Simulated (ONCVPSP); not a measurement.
# Pseudopotential generation for arsenic: ONCV, PBE

Task: generate the file, and judge it by its errors in other configurations, its logarithmic derivatives, its ghosts and its cutoff.

The numbers are computed with ONCVPSP 4.0.1.1 (patched build) (PBE, scalar-relativistic, spin-unpolarised reference atom).

### Step 1. Settings

The settings as typed:

| Quantity | Value |
| --- | --- |
| element | arsenic (As, Z = 33) |
| type | optimised norm-conserving Vanderbilt (ONCV) |
| frozen core | [Ar] |
| valence charge | 15 |
| reference configuration | 3d10 4s2 4p3 |
| partial waves | 4s: rc 1.75 bohr, ncon 3, nbas 7, qcut 3.8 1/bohr, 2 projectors, debl 0.4 Ha; 4p: rc 2.00 bohr, ncon 5, nbas 9, qcut 4.8 1/bohr, 2 projectors, debl 3.5 Ha; 3d: rc 1.00 bohr, ncon 4, nbas 8, qcut 14.7 1/bohr, local |
| local potential | the d channel |
| core correction | not asked for |

An earlier all-electron run gives the scale for the radii.

All-electron outer shells of the reference configuration (PBE, scalar-relativistic, ld1.x):

```json
{"shell": "3s", "level (eV)": "-190.31", "outermost node (bohr)": "0.25", "outermost maximum (bohr)": "0.52"}
{"shell": "3p", "level (eV)": "-133.68", "outermost node (bohr)": "0.22", "outermost maximum (bohr)": "0.52"}
{"shell": "3d", "level (eV)": "-40.65", "outermost node (bohr)": "–", "outermost maximum (bohr)": "0.47"}
{"shell": "4s", "level (eV)": "-14.49", "outermost node (bohr)": "0.73", "outermost maximum (bohr)": "1.61"}
{"shell": "4p", "level (eV)": "-5.19", "outermost node (bohr)": "0.78", "outermost maximum (bohr)": "2.00"}
```

### Step 2. Generating the potential

The input, As.dat:

```
# ATOM AND REFERENCE CONFIGURATION
# atsym  z   nc   nv     iexc    psfile
  As 33.00    5    3        4      upf
#
#   n    l    f
    1    0    2.00
    2    0    2.00
    2    1    6.00
    3    0    2.00
    3    1    6.00
    3    2   10.00
    4    0    2.00
    4    1    3.00
#
# PSEUDOPOTENTIAL AND OPTIMIZATION
# lmax
    2
#
#   l,   rc,      ep,       ncon, nbas, qcut
    0    1.75    0.00    3    7    3.80
    1    2.00    0.00    5    9    4.80
    2    1.00    0.00    4    8   14.70
#
# LOCAL POTENTIAL
# lloc, lpopt,  rc(5),   dvloc0
    2    5    1.00    0.00
#
# VANDERBILT-KLEINMAN-BYLANDER PROJECTORs
# l, nproj, debl
    0    2    0.40
    1    2    3.50
    2    0    2.00
#
# MODEL CORE CHARGE
# icmod, fcfact, rcfact
    0    0.00    0.00
#
# LOG DERIVATIVE ANALYSIS
# epsh1, epsh2, depsh
   -3.00    5.00    0.02
#
# OUTPUT GRID
# rlmax, drl
    6.00    0.01
#
# TEST CONFIGURATIONS
# ncnf
    4
# nvcnf
#   n    l    f
    3
    3    2   10.00
    4    0    2.00
    4    1    2.00
#
    3
    3    2   10.00
    4    0    2.00
    4    1    1.00
#
    3
    3    2   10.00
    4    0    2.00
    4    1    0.00
#
    3
    3    2   10.00
    4    0    1.00
    4    1    0.00
#
```

Command:

```sh
$ oncvpsp.x < As.dat > As.out
```

What does the calculation give? Wanted: cutoffs for 1 and 0.1 mHa per electron, occupied waves; bound ghosts; GHOST(+) flags; largest test error; largest phase difference near zero energy, channels read; projector energies reset by the program.

As calculated:

| quantity | value |
| --- | --- |
| cutoffs for 1 and 0.1 mHa per electron, occupied waves | 95 Ha and 105 Ha |
| bound ghosts | s at -342.09 eV, p at -20.05 eV |
| GHOST(+) flags | none at low energy |
| largest test error (AE − PS) | +56 meV, for 3d10 4s1 4p0 |
| largest phase difference near zero energy, channels read | 0.034 rad |
| projector energies reset by the program | s: -0.533, 0.250 Ha |

In words: A bound ghost (s, p) makes it unfit for use: electrons can fall into a state that the atom doesn't have. The worst unpolarised test, 3d10 4s1 4p0, is off by 56 meV on 105.4 eV; by total energies transferability rates as fair. That test lies far up in energy; among those under 40 eV, nearer to bonding, the largest error is 5.3 meV. By its cutoff, 95 Ha for the looser tolerance, it is very hard. At the looser tolerance the 3d wave is the slowest; 4s needs 12 Ha. Near zero energy the largest phase difference among the channels read is 0.03 rad, in the d channel. The pseudo curves have a pole with no partner nearby in the atom's: p at -0.73 Ha. All of this concerns the isolated atom, not yet a solid.
